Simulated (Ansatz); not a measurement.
I need a rigid torsion scan of C₂H₆ClFSi, SMILES C[SiH](Cl)CF. Use Ansatz 0.2.0, Python API. Level of theory (for the species named): r2SCAN, def2-SVP basis, multiplicity 1.

```yaml
atoms:
  - { symbol: C, position_ang: [-1.3557, -0.3447, 0.6610] }
  - { symbol: Si, position_ang: [0.4003, 0.0735, 0.5425] }
  - { symbol: Cl, position_ang: [1.4053, -1.4723, 1.4011] }
  - { symbol: C, position_ang: [1.0581, 0.2918, -1.1980] }
  - { symbol: F, position_ang: [0.2710, 1.2669, -1.8141] }
  - { symbol: H, position_ang: [-1.7203, -0.4231, 1.6864] }
  - { symbol: H, position_ang: [-1.6262, -1.2102, 0.1026] }
  - { symbol: H, position_ang: [-1.9609, 0.5329, 0.2208] }
  - { symbol: H, position_ang: [0.7210, 1.2956, 1.4040] }
  - { symbol: H, position_ang: [2.0426, 0.5605, -1.2219] }
  - { symbol: H, position_ang: [0.8303, -0.6278, -1.7638] }
```

`torsion_c2h6clfsi.py`
```python
"""Rigid torsion scan of C2H6ClFSi."""

import ansatz as az
from ase import Atoms

BASIS = "def2-SVP"
XC = "r2scan"
FORCE_TOL = 0.02

atoms = Atoms(["C", "Si", "Cl", "C", "F", "H", "H", "H", "H", "H", "H"], positions=[
    (-1.3557, -0.3447, 0.661),
    (0.4003, 0.0735, 0.5425),
    (1.4053, -1.4723, 1.4011),
    (1.0581, 0.2918, -1.198),
    (0.271, 1.2669, -1.8141),
    (-1.7203, -0.4231, 1.6864),
    (-1.6262, -1.2102, 0.1026),
    (-1.9609, 0.5329, 0.2208),
    (0.721, 1.2956, 1.404),
    (2.0426, 0.5605, -1.2219),
    (0.8303, -0.6278, -1.7638),
])

# start the scan from a relaxed geometry
first = (
    az.Crystal.molecule_from_ase(atoms).calculation()
    .basis(gaussian=BASIS)
    .functional(XC)
    .relax(force_tolerance=FORCE_TOL, max_steps=80)
)
atoms.positions = first.run(threads=1, backend="cpu").report["positions_ang"]

start = atoms.get_dihedral(0, 1, 3, 4)
energies = {}
for turn in range(0, 360, 30):
    turned = atoms.copy()
    turned.set_dihedral(0, 1, 3, 4, start + turn, indices=[3, 4, 9, 10])
    base = (
        az.Crystal.molecule_from_ase(turned).calculation()
        .basis(gaussian=BASIS)
        .functional(XC)
    )
    energies[round((start + turn) % 360)] = base.run(threads=1, backend="cpu").report["free_energy_ev"]
floor = min(energies.values())
print("dihedral C0-Si1-C3-F4 (deg)   E - E(min) (kJ/mol)")
for angle, e in sorted(energies.items()):
    print(f"{angle:8d} {96.485332 * (e - floor):14.3f}  " + "#" * int(30 * (e - floor) / max(max(energies.values()) - floor, 1e-9)))
```

Output of `python torsion_c2h6clfsi.py`:
```text
dihedral C0-Si1-C3-F4 (deg)   E - E(min) (kJ/mol)
      27          5.396  #######
      57          0.000
      87          5.960  #######
     117         14.737  ###################
     147         12.545  ################
     177          7.779  ##########
     207         14.164  ##################
     237         22.416  ##############################
     267         15.994  #####################
     297          5.244  #######
     327          5.329  #######
     357          9.868  #############
```

The scan is rigid and the energies are electronic, in a modest basis. With rigid groups the curve can differ much from the relaxed path, the start wasn't checked as a minimum of this torsion, and equivalent turns needn't return to the same energy. Finished in 2.2 min on 1 thread of Arm Neoverse V1, on a shared host, peak memory 0.24 GiB.
